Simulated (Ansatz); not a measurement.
**Si2NH6Cl (SMILES N[SiH]([SiH3])Cl): wB97X/6-31G(d) (spherical functions)**

What is the electronic atomisation energy of Si2NH6Cl at wB97X/6-31G* (spherical functions)? 

The results are computed with Ansatz 0.2.0.

68 further runs of the same task are left out: 2 that didn't finish, 66 set aside as unsound or not needed.

**1. The molecule**

The species is Si2NH6Cl (10 atoms), meant as a singlet with charge 0. As SMILES, `N[SiH]([SiH3])Cl`. Geometry: relaxed at PBE0-D4/def2-TZVP. This is one conformer, not always the lowest.

Bond lengths: N1–Si2 1.706 Å, Si2–Si3 2.336 Å, Si2–Cl4 2.083 Å, N1–H5 1.008 Å, N1–H6 1.008 Å, Si2–H7 1.482 Å, Si3–H8 1.486 Å, Si3–H9 1.489 Å, Si3–H10 1.488 Å. Some angles: N1–Si2–Si3 109.4°, N1–Si2–Cl4 114.5°, Si3–Si2–Cl4 106.1°, N1–Si2–H7 107.1°, Si3–Si2–H7 114.7°, Cl4–Si2–H7 105.1°, Si2–N1–H5 120.5°, Si2–N1–H6 120.3°, Si2–Si3–H8 110.2°, Si2–Si3–H9 108.8°.

**2. A single-point energy at wB97X/6-31G(d) (spherical functions)**

run.yaml reads:

```yaml
crystal:
  periodic: [false, false, false]
  atoms:
    - {symbol: "N", position_ang: [-0.500400, 1.640400, -0.476600]}
    - {symbol: Si, position_ang: [-0.088700, 0.024400, -0.834700]}
    - {symbol: Si, position_ang: [0.678000, -1.030800, 1.103600]}
    - {symbol: Cl, position_ang: [-1.669600, -1.135800, -1.538400]}
    - {symbol: H, position_ang: [-1.066800, 1.857300, 0.327900]}
    - {symbol: H, position_ang: [-0.657600, 2.302300, -1.220500]}
    - {symbol: H, position_ang: [0.889100, 0.060000, -1.948200]}
    - {symbol: H, position_ang: [0.872200, -2.482600, 0.855100]}
    - {symbol: H, position_ang: [-0.336100, -0.853800, 2.179500]}
    - {symbol: H, position_ang: [1.962900, -0.432600, 1.555400]}
basis:
  gaussian:
    orbitals: 6-31G_st_-spherical.json
hamiltonian:
  xc: {name: wB97X}
accuracy: high
output: {orbitals: {seedname: orbitals}}
```

The basis set 6-31G* is read from a file made from the Basis Set Exchange's data (not shown).

Started as:

```sh
$ ansatz run run.yaml --threads 1 --pin off --max-ram 3480MiB --events-out events.jsonl --progress --plain --runs-dir runs
```

The log of the run:

```text
Warning: RAYON_NUM_THREADS=1 ignored (pool sized by the plan → 1); use --threads N
Functional definition: wB97X
  name "wB97X"
  parameter omega = 0.3/bohr
  parameter cx = 0.157706
  parameter cx1 = 0.726479
  parameter cx2 = 1.04760
  parameter cx3 = -5.70635
  parameter cx4 = 13.2794
  parameter css1 = -4.33879
  parameter css2 = 18.2308
  parameter css3 = -31.7430
  parameter css4 = 17.2901
  parameter cos1 = 2.37031
  parameter cos2 = -11.3995
  parameter cos3 = 6.58405
  parameter cos4 = -3.78132
  exchange = spin_sum(e_x_unif_sr(omega)*poly(b97_u_x, 1 - cx, cx1, cx2, cx3, cx4)) + cx*exact_x_sr(omega)
      + exact_x_lr(omega)
  correlation = spin_sum(e_c_pw_same_spin*poly(b97_u_same, 1, css1, css2, css3, css4))
      + integral(e_c_pw_opposite_spin*poly(b97_u_opposite, 1, cos1, cos2, cos3, cos4))
1819 factors; integrals over basis functions are off by at most 3.5e-9 eV
414 factors; integrals over basis functions are off by at most 2.9e-9 eV
mean field evaluation 1: about -29861.8104 eV, gradient 4.0e1 eV
mean field evaluation 2: about -29862.4092 eV, gradient 3.7e1 eV
mean field evaluation 4: about -29865.1116 eV, gradient 9.0e-1 eV
mean field evaluation 8: about -29865.2656 eV, gradient 5.7e-2 eV
mean field evaluation 16: about -29865.2656 eV, gradient 2.9e-5 eV
mean field -29865.26557549 eV, -1097.5282664953 hartree, gradient 4.3e-8 eV, S^2 0.000000; 0 other end points of the search recorded, 0 dependent functions left out
reference -29865.26557214 eV, -1097.5282663722 hartree; 29, 29 occupied and 51, 51 virtual orbitals, 1819 factors
Total energy: -29865.26557214 eV, -1097.5282663722 hartree
```

Run time: 37 s. Hardware: 1 thread of Arm Neoverse V1, shared host; peak memory 0.54 GiB.

**3. The Cl atom, same level**

in.yaml reads:

```yaml
crystal:
  periodic: [false, false, false]
  atoms:
    - symbol: Cl
      position_ang: [0.000000, 0.000000, 0.000000]
basis:
  gaussian:
    orbitals: 6-31G_st_-spherical.json
accuracy: high
hamiltonian:
  xc: {name: wB97X}
magnetization:
  spin_polarized: true
  initial_magnetization: 1
```

The basis set 6-31G* is read from a file made from the Basis Set Exchange's data (not shown).

Run the same way, it converges to -460.11376 Eh (log not shown).

**4. The H atom at the same level**

run.yaml reads:

```yaml
crystal:
  periodic: [false, false, false]
  atoms:
    - symbol: H
      position_ang: [0.000000, 0.000000, 0.000000]
basis:
  gaussian: {orbitals: "6-31G*"}
magnetization: {spin_polarized: true, initial_magnetization: 1}
hamiltonian: {xc: {name: wB97X}}
accuracy: high
```

Run the same way, it converges to -0.49932 Eh (log not shown).

**5. The N atom**

job.yaml reads:

```yaml
crystal:
  periodic: [false, false, false]
  atoms:
    - {symbol: N, position_ang: [0.000000, 0.000000, 0.000000]}
basis:
  gaussian: {orbitals: 6-31G_st_-spherical.json}
magnetization: {spin_polarized: true, initial_magnetization: 3}
hamiltonian: {xc: {name: wB97X}}
accuracy: high
```

The basis set 6-31G* is read from a file made from the Basis Set Exchange's data (not shown).

Run the same way, it converges to -54.57213 Eh (log not shown).

**6. The Si atom, same level**

in.yaml reads:

```yaml
crystal:
  periodic: [false, false, false]
  atoms:
    - {symbol: Si, position_ang: [0.000000, 0.000000, 0.000000]}
basis:
  gaussian:
    orbitals: 6-31G_st_-spherical.json
magnetization:
  spin_polarized: true
  initial_magnetization: 2
hamiltonian:
  xc: {name: wB97X}
accuracy: high
```

The basis set 6-31G* is read from a file made from the Basis Set Exchange's data (not shown).

Run the same way, it converges to -289.33785 Eh (log not shown).

**7. What came out**

At wB97X/6-31G* (spherical functions):

```
                     quantity           value
       molecule: total energy  -1097.52827 Eh
        molecule: HOMO energy       -10.14 eV
        molecule: LUMO energy         2.23 eV
      molecule: HOMO–LUMO gap        12.37 eV
        Cl atom: total energy   -460.11376 Eh
                Cl atom: ⟨S²⟩           0.752
         H atom: total energy     -0.49932 Eh
                 H atom: ⟨S²⟩           0.750
         N atom: total energy    -54.57213 Eh
                 N atom: ⟨S²⟩           3.755
        Si atom: total energy   -289.33785 Eh
                Si atom: ⟨S²⟩           2.003
electronic atomisation energy       31.858 eV
```

Taking the molecule apart into free atoms costs 31.86 eV (3074 kJ/mol), before zero-point energy and without spin-orbit coupling.
